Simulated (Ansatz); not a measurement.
# TiO2: the cost of one run

Computed with Ansatz 0.2.0 (DFT r2SCAN, scalar-relativistic, plane waves, PAW, unless a step's input says otherwise).

### Step 1. The structure to begin with

Symmetry: I4_1/amd, No. 141, tetragonal system. The conventional cell has a = 3.784 Å, b = 3.784 Å, c = 9.515 Å, α = 90.00°, β = 90.00°, γ = 90.00°. Around Ti (site symmetry -4m2) lie 6 O at 1.93 to 1.98 Å. O (site symmetry 2mm) is surrounded by 3 Ti at 1.93 to 1.98 Å.

Structure file:

```xyz
6
Lattice="-1.8921 1.8921 4.7573 1.8921 -1.8921 4.7573 1.8921 1.8921 -4.7573" Properties=species:S:1:pos:R:3 pbc="T T T"
Ti    0.0000    0.0000    0.0000
Ti    0.0000    1.8921    2.3786
O     0.0000    0.0000    1.9800
O     0.0000    1.8921    4.3586
O     0.0000    1.8921    0.3987
O     0.0000    0.0000    7.5346
```

The structure rests on an entry of the Crystallography Open Database; cell or positions may have been set otherwise for this series.

### Step 2. Relaxing the atoms: TiO2, no spin

Input file input.yaml:

```yaml
crystal:
  lattice:
    - [-1.8921, 1.8921, 4.7573]
    - [1.8921, -1.8921, 4.7573]
    - [1.8921, 1.8921, -4.7573]
  atoms:
    - { symbol: Ti, position: [0.0, 0.0, 0.0] }
    - { symbol: Ti, position: [0.75, 0.25, 0.5] }
    - { symbol: O, position: [0.2081, 0.2081, 0.0] }
    - { symbol: O, position: [0.9581, 0.4581, 0.5] }
    - { symbol: O, position: [0.5419, 0.0419, 0.5] }
    - { symbol: O, position: [0.7919, 0.7919, 0.0] }
scf:
  occupations: { method: fixed }
output:
  forces: true
  stress: true
hamiltonian:
  xc: r2scan
kpoints:
  mp_grid: { grid: [6, 6, 6] }
relax:
  f_tol: 0.001
```

On the command line:

```bash
ansatz run input.yaml --threads 8 --pin off --max-ram 20480MiB --backend cpu --events-out ev --progress --plain --runs-dir out
```

**Question.** How long does this run take on 8 threads of Intel Xeon Platinum 8259CL at 2.50GHz (Skylake/Cascade Lake), shared host, and how much memory does it need?

About 4.6 s, with a peak of 0.7 GiB.
